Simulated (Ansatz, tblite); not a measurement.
# Si14H20 off sphere (Si14H20): a ladder of methods and basis sets

Aim: run the singlet of Si14H20 off sphere (Si14H20) at one geometry on many levels, and compare frontier levels, spin and run time.

The runs use Ansatz 0.2.0, Gaussian basis; as each input shows.

The runs, in order: GFN1-xTB, GFN2-xTB, PBE-D4/def2-TZVP, r2SCAN-D4/def2-TZVP, LDA/def2-TZVP, r2SCANh-D4/def2-TZVP, HSE06-D4/def2-TZVP, LC-ωPBE(0.10)/def2-SVP, LC-ωPBE(0.15)/def2-SVP, LC-ωPBE(0.20)/def2-SVP, LC-ωPBE(0.30)/def2-SVP, PBE-D4/def2-SVP, PBE0-D4/def2-SVP, CCSD(T)/def2-SVP, RPA/def2-SVP.

## 1. The structure

The singlet was relaxed beforehand with PBE-D4/def2-SVP.

34 atoms, charge 0, spin multiplicity 1.

Bond lengths: Si1–Si9 2.353 Å, Si1–Si10 2.356 Å, Si1–H15 1.509 Å, Si1–H16 1.509 Å, Si2–Si8 2.356 Å, Si2–Si11 2.356 Å, Si2–Si12 2.356 Å, Si2–H17 1.511 Å, Si3–Si9 2.352 Å, Si3–Si11 2.353 Å, Si3–Si13 2.353 Å, Si3–H18 1.512 Å, Si4–Si8 2.353 Å, Si4–Si9 2.352 Å, Si4–Si14 2.352 Å, Si4–H19 1.512 Å, Si5–Si10 2.356 Å, Si5–Si14 2.353 Å and more. Angles: Si9–Si1–Si10 109.3°, Si9–Si1–H15 109.7°, Si9–Si1–H16 109.8°, Si10–Si1–H15 109.9°, Si10–Si1–H16 109.8°, H15–Si1–H16 108.3°, Si8–Si2–Si11 109.6°, Si8–Si2–Si12 109.5°, Si8–Si2–H17 109.4°, Si11–Si2–Si12 109.4°, Si11–Si2–H17 109.4°, Si12–Si2–H17 109.4°, Si9–Si3–Si11 109.8°, Si9–Si3–Si13 109.3°, Si9–Si3–H18 109.0°, Si11–Si3–Si13 109.6°, Si11–Si3–H18 110.1°, Si13–Si3–H18 109.0° and more.

Geometry (Å):

```mol
H20Si14
  3D, bonds by distance, orders not assigned

 34 38  0  0  0  0  0  0  0  0999 V2000
    0.6772   -3.4023    0.6775 Si  0  0
   -2.0387    2.0414   -2.0366 Si  0  0
    0.6722   -0.6777   -2.0372 Si  0  0
   -2.0389   -0.6759    0.6779 Si  0  0
    0.6815   -0.6832    3.3993 Si  0  0
    0.6764    2.0355    0.6778 Si  0  0
    3.4007   -0.6803    0.6765 Si  0  0
   -3.4007    0.6834   -0.6759 Si  0  0
   -0.6803   -2.0381   -0.6757 Si  0  0
    2.0399   -2.0416    2.0351 Si  0  0
   -0.6799    0.6824   -3.3997 Si  0  0
   -0.6755    3.4015   -0.6791 Si  0  0
    2.0349    0.6745   -0.6774 Si  0  0
   -0.6756    0.6742    2.0390 Si  0  0
    1.5378   -4.2866   -0.1916 H   0  0
   -0.1886   -4.2851    1.5429 H   0  0
   -2.9111    2.9148   -2.9084 H   0  0
    1.5523   -1.5588   -2.8939 H   0  0
   -2.8966   -1.5556    1.5584 H   0  0
   -0.1846   -1.5474    4.2829 H   0  0
    1.5455    0.1831    4.2830 H   0  0
    1.5595    2.8897    1.5583 H   0  0
    4.2861   -1.5414   -0.1908 H   0  0
    4.2823    0.1877    1.5409 H   0  0
   -4.2877   -0.1811   -1.5384 H   0  0
   -4.2810    1.5481    0.1931 H   0  0
   -1.5624   -2.8935   -1.5560 H   0  0
    2.9128   -2.9149    2.9064 H   0  0
   -1.5426   -0.1800   -4.2884 H   0  0
    0.1910    1.5469   -4.2783 H   0  0
    0.1957    4.2790   -1.5445 H   0  0
   -1.5353    4.2910    0.1854 H   0  0
    2.8889    1.5560   -1.5597 H   0  0
   -1.5551    1.5545    2.8972 H   0  0
  1  9  8  0
  1 10  8  0
  1 15  8  0
  1 16  8  0
  2  8  8  0
  2 11  8  0
  2 12  8  0
  2 17  8  0
  3  9  8  0
  3 11  8  0
  3 13  8  0
  3 18  8  0
  4  8  8  0
  4  9  8  0
  4 14  8  0
  4 19  8  0
  5 10  8  0
  5 14  8  0
  5 20  8  0
  5 21  8  0
  6 12  8  0
  6 13  8  0
  6 14  8  0
  6 22  8  0
  7 10  8  0
  7 13  8  0
  7 23  8  0
  7 24  8  0
  8 25  8  0
  8 26  8  0
  9 27  8  0
 10 28  8  0
 11 29  8  0
 11 30  8  0
 12 31  8  0
 12 32  8  0
 13 33  8  0
 14 34  8  0
M  END
```

PBE0-D4/def2-TZVP was run before; its log isn't repeated, and its numbers join the tables.

## 2. GFN1-xTB

Tight binding, by tblite at 300 K electronic temperature and without a spin-polarisation term:

```python
tblite.interface.Calculator('GFN1-xTB', numbers, positions, charge=0, uhf=0).singlepoint()
```

Energy -994.4177 eV, HOMO -11.30 eV, LUMO -8.38 eV; 0.13 s.

## 3. GFN2-xTB

Tight binding, by tblite at 300 K electronic temperature and without a spin-polarisation term:

```python
tblite.interface.Calculator('GFN2-xTB', numbers, positions, charge=0, uhf=0).singlepoint()
```

Energy -929.6650 eV, HOMO -8.96 eV, LUMO -5.90 eV; 0.13 s.

## 4. PBE-D4/def2-TZVP

start.molden holds the orbitals of an earlier run on this state, given as this run's starting guess.

Input file in.yaml:

```yaml
crystal:
  periodic: [false, false, false]
  atoms:
    - {symbol: Si, position_ang: [0.677236, -3.402299, 0.677537]}
    - {symbol: Si, position_ang: [-2.038690, 2.041421, -2.036613]}
    - {symbol: Si, position_ang: [0.672246, -0.677724, -2.037236]}
    - {symbol: Si, position_ang: [-2.038939, -0.675915, 0.677910]}
    - {symbol: Si, position_ang: [0.681542, -0.683221, 3.399282]}
    - {symbol: Si, position_ang: [0.676443, 2.035492, 0.677838]}
    - {symbol: Si, position_ang: [3.400656, -0.680271, 0.676451]}
    - {symbol: Si, position_ang: [-3.400687, 0.683352, -0.675932]}
    - {symbol: Si, position_ang: [-0.680298, -2.038072, -0.675728]}
    - {symbol: Si, position_ang: [2.039860, -2.041621, 2.035058]}
    - {symbol: Si, position_ang: [-0.679927, 0.682390, -3.399673]}
    - {symbol: Si, position_ang: [-0.675514, 3.401486, -0.679053]}
    - {symbol: Si, position_ang: [2.034878, 0.674544, -0.677432]}
    - {symbol: Si, position_ang: [-0.675637, 0.674248, 2.038988]}
    - {symbol: H, position_ang: [1.537763, -4.286558, -0.191626]}
    - {symbol: H, position_ang: [-0.188582, -4.285122, 1.542924]}
    - {symbol: H, position_ang: [-2.911125, 2.914813, -2.908418]}
    - {symbol: H, position_ang: [1.552333, -1.558806, -2.893917]}
    - {symbol: H, position_ang: [-2.896629, -1.555581, 1.558402]}
    - {symbol: H, position_ang: [-0.184637, -1.547450, 4.282892]}
    - {symbol: H, position_ang: [1.545525, 0.183058, 4.283022]}
    - {symbol: H, position_ang: [1.559491, 2.889715, 1.558334]}
    - {symbol: H, position_ang: [4.286117, -1.541441, -0.190823]}
    - {symbol: H, position_ang: [4.282279, 0.187678, 1.540913]}
    - {symbol: H, position_ang: [-4.287719, -0.181079, -1.538376]}
    - {symbol: H, position_ang: [-4.281007, 1.548115, 0.193061]}
    - {symbol: H, position_ang: [-1.562414, -2.893530, -1.555961]}
    - {symbol: H, position_ang: [2.912829, -2.914930, 2.906380]}
    - {symbol: H, position_ang: [-1.542618, -0.180002, -4.288388]}
    - {symbol: H, position_ang: [0.191025, 1.546943, -4.278259]}
    - {symbol: H, position_ang: [0.195690, 4.278956, -1.544481]}
    - {symbol: H, position_ang: [-1.535343, 4.290957, 0.185399]}
    - {symbol: H, position_ang: [2.888939, 1.555971, -1.559715]}
    - {symbol: H, position_ang: [-1.555067, 1.554473, 2.897210]}
basis:
  gaussian: {orbitals: def2-TZVP, fitting: {mean_field: def2-universal-jkfit}, initial_orbitals: start.molden}
hamiltonian: {xc: pbe, dispersion: d4}
scf: {omitted_lower_state_checks: [starts]}
output: {forces: true, orbitals: {seedname: orbitals}}
```

Command:

```
$ ansatz run in.yaml --threads 2 --pin off --events-out ev --progress --plain --max-ram 32768MiB --backend cuda --devices 0, --max-vram 18GiB
```

Further steps of the session: r2SCAN-D4/def2-TZVP; LDA/def2-TZVP; r2SCANh-D4/def2-TZVP; HSE06-D4/def2-TZVP; LC-ωPBE(0.10)/def2-SVP; LC-ωPBE(0.15)/def2-SVP; LC-ωPBE(0.20)/def2-SVP; LC-ωPBE(0.30)/def2-SVP; PBE-D4/def2-SVP; PBE0-D4/def2-SVP; CCSD(T)/def2-SVP; RPA/def2-SVP.

**Question.** What will the summary of the whole plan be? Wanted: gap in def2-TZVP, named functionals, smallest and largest; gap over the ω; correlation energy, CCSD(T)/def2-SVP; binding an atom, CCSD(T)/def2-SVP; PBE0 total energy, smallest basis above largest.

The runs gave:

```
                                                 quantity                             value
gap in def2-TZVP, named functionals, smallest and largest  4.20 eV (LDA), 5.93 eV (PBE0-D4)
                                  gap over the ω (1/bohr)    7.13 eV at 0.1, 9.77 eV at 0.3
                     correlation energy, CCSD(T)/def2-SVP                         -44.50 eV
                        binding an atom, CCSD(T)/def2-SVP                          3.001 eV
          PBE0 total energy, smallest basis above largest    37.67 eV (def2-SVP, def2-TZVP)
```

What this shows: Over the named functionals in def2-TZVP the gap runs from 4.20 eV (LDA) to 5.93 eV (PBE0-D4); exact exchange widens it. Raising the ω (1/bohr) from 0.1 to 0.3 moves the HOMO by -1.53 eV and the LUMO by +1.11 eV. The functionals in def2-TZVP miss CCSD(T)/def2-SVP by +0.245 (PBE-D4) to +0.599 eV (LDA) an atom. The yardstick is in a double-zeta basis, so levels in larger sets aren't compared like for like. CCSD(T)/def2-SVP isn't at the basis-set limit; small misses against it rank nothing.
